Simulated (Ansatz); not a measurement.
# C₁₁H₁₃ClTi: basis-set convergence

One table from this session's results is given with a row withheld; the runs are named, their logs left out.

Method: one geometry, several basis sets; program: Ansatz 0.2.0, Gaussian basis.

The runs, in order: PBE0-D4/def2-SVP; ωB97M-V/def2-SVP; PBE0-D4/def2-QZVPP; ωB97M-V/def2-QZVPP; the functionals' def2-TZVPP values are taken from earlier runs.

**Structure used throughout**

The geometry comes from an earlier relaxation with PBE0-D4 in a triple-zeta def2 set; it is a stationary point, not always the lowest conformer.

SMILES `[CH3][Ti]12345678([Cl])([C@H]9[C@@H]1[C@@H]2[C@@H]3[C@H]94)[C@H]1[C@@H]5[C@@H]6[C@@H]7[C@H]18`, 26 atoms, charge 0, spin multiplicity 1.

Atoms are counted from 1 here; the program's logs count them from 0.

Bond lengths: C1–Ti2 2.158 Å, C1–H14 1.093 Å, C1–H15 1.092 Å, C1–H16 1.091 Å, Ti2–Cl3 2.313 Å, Ti2–C4 2.387 Å, Ti2–C5 2.387 Å, Ti2–C6 2.381 Å, Ti2–C7 2.369 Å, Ti2–C8 2.388 Å, Ti2–C9 2.399 Å, Ti2–C10 2.384 Å, Ti2–C11 2.366 Å, Ti2–C12 2.367 Å, Ti2–C13 2.404 Å, C4–C5 1.411 Å, C4–C8 1.405 Å, C4–H17 1.078 Å and more. Angles: Ti2–C1–H14 114.6°, Ti2–C1–H15 107.8°, Ti2–C1–H16 108.4°, H14–C1–H15 108.8°, H14–C1–H16 108.7°, H15–C1–H16 108.4°, C1–Ti2–Cl3 93.1°, C1–Ti2–C4 90.0°, C1–Ti2–C5 124.3°, C1–Ti2–C6 129.7°, C1–Ti2–C7 96.7°, C1–Ti2–C8 74.1°, C1–Ti2–C9 83.7°, C1–Ti2–C10 75.8°, C1–Ti2–C11 104.2°, C1–Ti2–C12 133.2°, C1–Ti2–C13 117.1°, Cl3–Ti2–C4 82.2° and more.

The first run:

in.yaml

```yaml
crystal:
  periodic: [false, false, false]
  atoms:
    - {symbol: C, position_ang: [-0.072768, -1.429912, 1.674609]}
    - {symbol: Ti, position_ang: [-0.102945, -0.344503, -0.190812]}
    - {symbol: Cl, position_ang: [-0.677520, -2.219262, -1.417333]}
    - {symbol: C, position_ang: [-2.473921, -0.124892, -0.024164]}
    - {symbol: C, position_ang: [-2.069538, 0.581447, -1.176353]}
    - {symbol: C, position_ang: [-1.262216, 1.654049, -0.767896]}
    - {symbol: C, position_ang: [-1.155684, 1.607744, 0.641020]}
    - {symbol: C, position_ang: [-1.920280, 0.516067, 1.096615]}
    - {symbol: C, position_ang: [2.171886, -1.087834, -0.353951]}
    - {symbol: C, position_ang: [2.123407, -0.061901, 0.612620]}
    - {symbol: C, position_ang: [1.744394, 1.125867, -0.035733]}
    - {symbol: C, position_ang: [1.552720, 0.831260, -1.407555]}
    - {symbol: C, position_ang: [1.836850, -0.531627, -1.598860]}
    - {symbol: H, position_ang: [0.118178, -0.814131, 2.557284]}
    - {symbol: H, position_ang: [-1.041607, -1.919580, 1.791101]}
    - {symbol: H, position_ang: [0.698005, -2.199786, 1.612490]}
    - {symbol: H, position_ang: [-3.054358, -1.033509, -0.015501]}
    - {symbol: H, position_ang: [-2.296443, 0.307228, -2.194968]}
    - {symbol: H, position_ang: [-0.799848, 2.382405, -1.414718]}
    - {symbol: H, position_ang: [-0.607119, 2.297066, 1.263544]}
    - {symbol: H, position_ang: [-2.046027, 0.219258, 2.124582]}
    - {symbol: H, position_ang: [2.372560, -2.130703, -0.165288]}
    - {symbol: H, position_ang: [2.327670, -0.173151, 1.665342]}
    - {symbol: H, position_ang: [1.628018, 2.092742, 0.427145]}
    - {symbol: H, position_ang: [1.266627, 1.529745, -2.177831]}
    - {symbol: H, position_ang: [1.739970, -1.074058, -2.525401]}
basis:
  gaussian: {orbitals: def2-SVP}
hamiltonian: {xc: pbe0, dispersion: d4}
output: {orbitals: {seedname: orbitals}}
```

On the command line:

```sh
$ ansatz run in.yaml --threads 11 --pin off --events-out ev --progress --plain --max-ram 110592MiB --backend cpu
```

Among the steps run: PBE0-D4 in def2-SVP; ωB97M-V in def2-SVP; PBE0-D4 in def2-QZVPP; ωB97M-V in def2-QZVPP.

One table of the session follows, with a row left open; its other results are not shown here.

It belongs to the step «Functionals by basis». 

```
functional       basis  HOMO (eV)  LUMO (eV)
   PBE0-D4    def2-SVP      -6.50      -1.83
   PBE0-D4  def2-TZVPP      -6.56      -1.87
   PBE0-D4  def2-QZVPP      -6.58      -1.89
   ωB97M-V    def2-SVP      -8.53       0.38
   ωB97M-V  def2-TZVPP          ?          ?
   ωB97M-V  def2-QZVPP      -8.62       0.22
```

Q: Estimate the row for ωB97M-V, def2-TZVPP from the others.

The run gave: HOMO (eV): -8.61; LUMO (eV): 0.28. In the column «HOMO (eV)» it lies between ωB97M-V, def2-QZVPP (-8.62) and ωB97M-V, def2-SVP (-8.53).
